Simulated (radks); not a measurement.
# Ir³⁺ in [Kr] 4d10 4f14 5s2 5p5.5 5d6.5: an all-electron calculation

The task here is to estimate one member of a computed series from the others.

Program: radks (a radial shooting solver on a logarithmic mesh, Libxc functionals) version 1. Level of theory: scalar-relativistic Kohn-Sham, r2SCAN, spin-unpolarised, spherical densities, finite nucleus. These are calculated values, not measurements, unless marked.

## The system

```
element            : iridium (Z = 77)
charge             : +3
electrons          : 74
configuration      : [Kr] 4d10 4f14 5s2 5p5.5 5d6.5
nuclear rms radius : 5.4032 fm
```

The first run:

Input:

```text
Z 77
configuration [Kr] 4d10 4f14 5s2 5p5.5 5d6.5
relativity scalar-relativistic
functional r2scan,r2scan
spin unpolarised
nucleus finite rms 5.4032 fm
c 137.035999084
```

Launch:

```sh
$ python run_ks.py task.json out
```

This one command runs every case of the session in turn.

One table of the session follows, with a row left open; its other results are not shown here.

It belongs to the step «Shells». Radial moments (bohr):

| level | <r> | outermost maximum (interpolated) | 90 % within | nodes |
| --- | --- | --- | --- | --- |
| 1s | 0.01744 | 0.0108 | 0.0318 | 0 |
| 2s | 0.07360 | 0.0623 | 0.114 | 1 |
| 2p | 0.06624 | 0.0514 | 0.108 | 0 |
| 3s | 0.1903 | 0.175 | 0.279 | 2 |
| 3p | 0.1912 | 0.174 | 0.286 | 1 |
| 3d | 0.1733 | 0.142 | 0.269 | 0 |
| 4s | 0.4233 | 0.397 | 0.607 | 3 |
| 4p | 0.4502 | 0.417 | 0.653 | 2 |
| 4d | 0.4782 | 0.426 | 0.714 | 1 |
| 5s | ? | ? | ? | ? |
| 4f | 0.5340 | 0.396 | 0.865 | 0 |
| 5p | 1.123 | 1.00 | 1.63 | 3 |
| 5d | 1.524 | 1.26 | 2.30 | 2 |

Estimate the missing values for 5s.

**Answer.** <r>: 0.9775; outermost maximum (interpolated): 0.891; 90 % within: 1.40; nodes: 4. In the column «<r>» it lies between 4f (0.5340) and 5p (1.123).
